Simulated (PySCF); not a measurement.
Runs of PySCF 2.14.0 on C2F2H4. The cell holds a molecule in a box, 8 atoms: a = 11.000 Å, b = 12.000 Å, c = 12.000 Å, α = 90.00°, β = 90.00°, γ = 90.00°. 

```tsv
task	level	three-body dispersion term	conv_tol	grid for exchange and correlation	frozen core bands	exxdiv	gap on the mesh (eV)
atomic charges	revPBE+D3(OP)	no	1e-07 Ha	Becke, atom-centred	-	-	10.18
excitation energies (Tamm-Dancoff)	PBE0	-	1e-08 Ha	Becke, atom-centred	4	ewald	13.04
MP2 correlation energy	HF	-	1e-08 Ha	-	4	ewald	21.02
atomic charges	SCAN0	-	1e-07 Ha	Becke, atom-centred	-	ewald	(a)
```

Alike in all rows: potentials or basis pob-tzvp-rev2 (all-electron); no spin polarisation; cell as given; k mesh 1 × 1 × 1; smearing fixed.

Task: Estimate the missing entries.

Result: (a) 13.68.

Caveats: this is a molecule in a periodic box at the Γ point, so its band gap is the HOMO-LUMO gap; the basis of atomic orbitals isn't converged, which shifts pressures, moduli and gaps; the basis is small and the box finite, so much correlation energy is missing and levels can be off by tenths of an eV (some runs); the iterative solver can pass over a root and still report convergence (some runs).

